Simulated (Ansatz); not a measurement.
# Te2Mo: the cost of one run

Computed with Ansatz 0.2.0 (DFT PBE, scalar-relativistic, plane waves, PAW, unless a step's input says otherwise).

1 further run of the same task is left out (it didn't finish).

## (1) Starting point

It takes space group P6_3/mmc (No. 194, hexagonal). Conventional cell: a = 3.566 Å, b = 3.566 Å, c = 14.648 Å, α = 90.00°, β = 90.00°, γ = 120.00°. Around Te (site symmetry 3m) lie 3 Mo at 2.73 Å. Mo (site symmetry -6m2) is surrounded by 6 Te at 2.73 Å.

Coordinates:

```
Te Mo
1.0
     3.56565    0.00000    0.00000
    -1.78283    3.08795    0.00000
     0.00000    0.00000   14.64778
Te Mo
4 2
Direct
  0.33333 0.66667 0.62782
  0.66667 0.33333 0.12782
  0.66667 0.33333 0.37218
  0.33333 0.66667 0.87218
  0.33333 0.66667 0.25000
  0.66667 0.33333 0.75000
```

Source of the structure: the Materials Project (structure only).

(A quick probe on a coarse mesh, which set the mesh and smearing, is not shown.)

## (3) The relaxation

Contents of input.yaml:

```yaml
crystal:
  lattice:
    - [3.56565456, 0.0, 0.0]
    - [-1.78282728, 3.08794743, 0.0]
    - [0.0, 0.0, 14.64777841]
  atoms:
    - { symbol: Te, position: [0.33333333, 0.66666667, 0.62782269] }
    - { symbol: Te, position: [0.66666667, 0.33333333, 0.12782269] }
    - { symbol: Te, position: [0.66666667, 0.33333333, 0.37217731] }
    - { symbol: Te, position: [0.33333333, 0.66666667, 0.87217731] }
    - { symbol: Mo, position: [0.33333333, 0.66666667, 0.25] }
    - { symbol: Mo, position: [0.66666667, 0.33333333, 0.75] }
basis:
  ecutwfc: 420
kpoints:
  mp_grid: { grid: [12, 12, 2] }
hamiltonian:
  xc: pbe
scf:
  occupations: { method: gaussian, width: 0.02 }
output:
  forces: true
  stress: true
  eigenvalues: true
relax:
  adjacent_minimum: "off"
  f_tol: 0.005
  max_steps: 80
  cell: { stress_tol: 0.05 }
```

Started as:

```
ansatz run input.yaml --threads 4 --pin off --max-ram 8192MiB --backend cpu --events-out ev --progress --plain --runs-dir out
```

**Question.** How long does this run take on 4 threads of Intel Xeon Platinum 8488C (Sapphire Rapids), shared host, and how much memory does it need?

About 51 s, with a peak of 0.74 GiB.
